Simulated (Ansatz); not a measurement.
# CH3Cu (SMILES [CH3][Cu]): single points off equilibrium

An exercise on one series of results from a longer session: the logs are not shown, and one member is left open.

Computed with Ansatz 0.2.0, Gaussian basis. Level: single points in def2-TZVPP.

Cores are frozen in the correlated methods. The 3s and 3p shells of Cu and Zn are frozen; filled d shells are correlated.

### Starting geometry

SMILES `[CH3][Cu]`, 5 atoms, charge 0, spin multiplicity 1.

Atoms are counted from 1 here; the program's logs count them from 0.

Bond lengths: C1–Cu2 1.981 Å, C1–H3 0.996 Å, C1–H4 1.125 Å, C1–H5 1.067 Å. Angles: Cu2–C1–H3 111.9°, Cu2–C1–H4 111.4°, Cu2–C1–H5 110.5°, H3–C1–H4 105.4°, H3–C1–H5 109.3°, H4–C1–H5 108.2°.

Coordinates:

```tsv
atom	x (Å)	y (Å)	z (Å)
C1	-0.1622	-0.0155	-0.0462
Cu2	1.7062	-0.0237	0.6114
H3	-0.6836	-0.7864	0.3079
H4	-0.2035	-0.1165	-1.1659
H5	-0.6500	0.8944	0.2250
```

The first run:

run/in.yaml reads:

```yaml
crystal:
  periodic: [false, false, false]
  atoms:
    - {symbol: C, position_ang: [-0.162200, -0.015500, -0.046200]}
    - {symbol: Cu, position_ang: [1.706200, -0.023700, 0.611400]}
    - {symbol: H, position_ang: [-0.683600, -0.786400, 0.307900]}
    - {symbol: H, position_ang: [-0.203500, -0.116500, -1.165900]}
    - {symbol: H, position_ang: [-0.650000, 0.894400, 0.225000]}
basis:
  gaussian: {orbitals: def2-TZVPP}
correlation: {method: ccsd_t, frozen_orbitals: {C: 1, Cu: 9, H: 0}}
output: {forces: true}
```

No record of the launch command was kept for these runs.

Among the steps run: CCSD(T)/def2-TZVPP; PBE0-D4/def2-TZVPP; wB97M-V/def2-TZVPP; r2SCAN-D4/def2-TZVPP; PBE-D4/def2-TZVPP; revPBE-D4/def2-TZVPP; BLYP-D4/def2-TZVPP.

One table of the session follows, with a row left open; its other results are not shown here.

| method | RMS force component (eV/Å) | angle to CCSD(T) forces (°) | dipole (D) |
| --- | --- | --- | --- |
| CCSD(T) | 1.626 | reference | 2.51 |
| PBE0-D4 | ? | ? | ? |
| wB97M-V | 1.604 | 1.2 | 2.52 |
| r2SCAN-D4 | 1.645 | 3.3 | 1.76 |
| PBE-D4 | 1.679 | 3.4 | 1.49 |
| revPBE-D4 | 1.673 | 3.8 | 1.54 |
| BLYP-D4 | 1.603 | 4.0 | 1.33 |

Estimate the missing values for PBE0-D4.

**Answer.** RMS force component (eV/Å): 1.635; angle to CCSD(T) forces (°): 0.6; dipole (D): 2.19. In the column «RMS force component (eV/Å)» it lies between CCSD(T) (1.626) and r2SCAN-D4 (1.645).
